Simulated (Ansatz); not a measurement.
# F₂H₇NSi: molecular dynamics

The task is to watch the atoms for 40 steps of 1.0 fs, started with velocities for 200 K and run with a Langevin thermostat, and see to which side of the barrier the system falls.

The runs use Ansatz 0.2.0, Gaussian basis; PBE0-D4/def2-SVP.

1 further run of the same task is left out (it didn't finish).

## (1) The system as given

The start, a first-order saddle point found at PBE0-D4 in triple zeta: 11 atoms, charge 0, spin multiplicity 1.

Atoms are counted from 1 here; the program's logs count them from 0.

Bond lengths: Si1–H2 1.673 Å, Si1–H3 1.477 Å, Si1–H4 1.500 Å, Si1–N5 1.688 Å, N5–H10 1.004 Å, N5–H11 1.004 Å, H6–F7 1.143 Å, H6–F9 1.128 Å. Angles: H2–Si1–H3 107.0°, H2–Si1–H4 82.1°, H2–Si1–N5 122.3°, H3–Si1–H4 104.0°, H3–Si1–N5 127.9°, H4–Si1–N5 98.8°, Si1–N5–H10 120.8°, Si1–N5–H11 124.6°, H10–N5–H11 114.6°, F7–H6–F9 158.5°.

Geometry (Å):

```mol
F2H7NSi
  3D, bonds by distance, orders not assigned

 11  8  0  0  0  0  0  0  0  0999 V2000
   -0.3310   -0.6760    0.0886 Si  0  0
    1.1523   -0.3644    0.7960 H   0  0
   -0.0871   -1.5969   -1.0396 H   0  0
   -0.4737   -1.5854    1.2736 H   0  0
   -1.6792    0.3053    0.3525 N   0  0
    1.3286    0.9326   -0.9973 H   0  0
    0.2208    0.7152   -1.1760 F   0  0
    1.7468    0.1431    0.2821 H   0  0
    2.3401    0.8895   -0.4992 F   0  0
   -2.3011    0.1284    1.1208 H   0  0
   -1.9166    1.1088   -0.2012 H   0  0
  1  2  8  0
  1  3  8  0
  1  4  8  0
  1  5  8  0
  5 10  8  0
  5 11  8  0
  6  7  8  0
  6  9  8  0
M  END
```

## (2) The run

md/in.yaml reads:

```yaml
crystal:
  periodic: [false, false, false]
  atoms:
    - {symbol: Si, position_ang: [-0.330957, -0.675960, 0.088638]}
    - {symbol: H, position_ang: [1.152345, -0.364441, 0.795984]}
    - {symbol: H, position_ang: [-0.087146, -1.596935, -1.039617]}
    - {symbol: H, position_ang: [-0.473700, -1.585350, 1.273583]}
    - {symbol: N, position_ang: [-1.679158, 0.305326, 0.352482]}
    - {symbol: H, position_ang: [1.328598, 0.932581, -0.997339]}
    - {symbol: F, position_ang: [0.220798, 0.715156, -1.176047]}
    - {symbol: H, position_ang: [1.746792, 0.143136, 0.282086]}
    - {symbol: F, position_ang: [2.340078, 0.889469, -0.499212]}
    - {symbol: H, position_ang: [-2.301118, 0.128364, 1.120782]}
    - {symbol: H, position_ang: [-1.916632, 1.108755, -0.201240]}
basis:
  gaussian: {orbitals: def2-SVP}
hamiltonian: {xc: pbe0, dispersion: d4}
md: {n_steps: 40, timestep: 1.0, temperature: 200, ensemble: nvt_langevin, seed: 690, friction: 0.01, initial_velocities: maxwell_boltzmann}
```

Command:

```bash
$ ansatz run in.yaml --threads 4 --pin off --events-out ev --progress --plain --max-ram 9574MiB
```

Q: Predict the outcome of this session. Wanted: temperature at the start; mean temperature, second half; lowest and highest potential energy, from the first frame; largest change of potential + kinetic; bonds lost by distance.

**Answer**, as computed:

| quantity | value |
| --- | --- |
| length | 40 steps, 40.0 fs |
| temperature at the start | 182 K |
| mean temperature, second half | 359 K |
| lowest and highest potential energy, from the first frame | -493 and 98 meV |
| largest change of potential + kinetic | 121.1 meV |
| bonds lost by distance | Si1–F7 |

In words: By the last frame it has moved back towards the start side of the step. The system runs downhill by 0.49 eV, and that energy turns into motion. The thermostat trades energy with the molecule, so the sum of potential and kinetic energy isn't conserved: it changes by -97 meV over the run. The mean temperature of the second half is still well above the 200 K set. The instant temperature ranges from 142 to 455 K, as energy passes between motion and strain. Under Langevin the temperature counts 3N degrees of freedom, more than the drawn velocities fill, so it starts at 182 K, not 200 K.
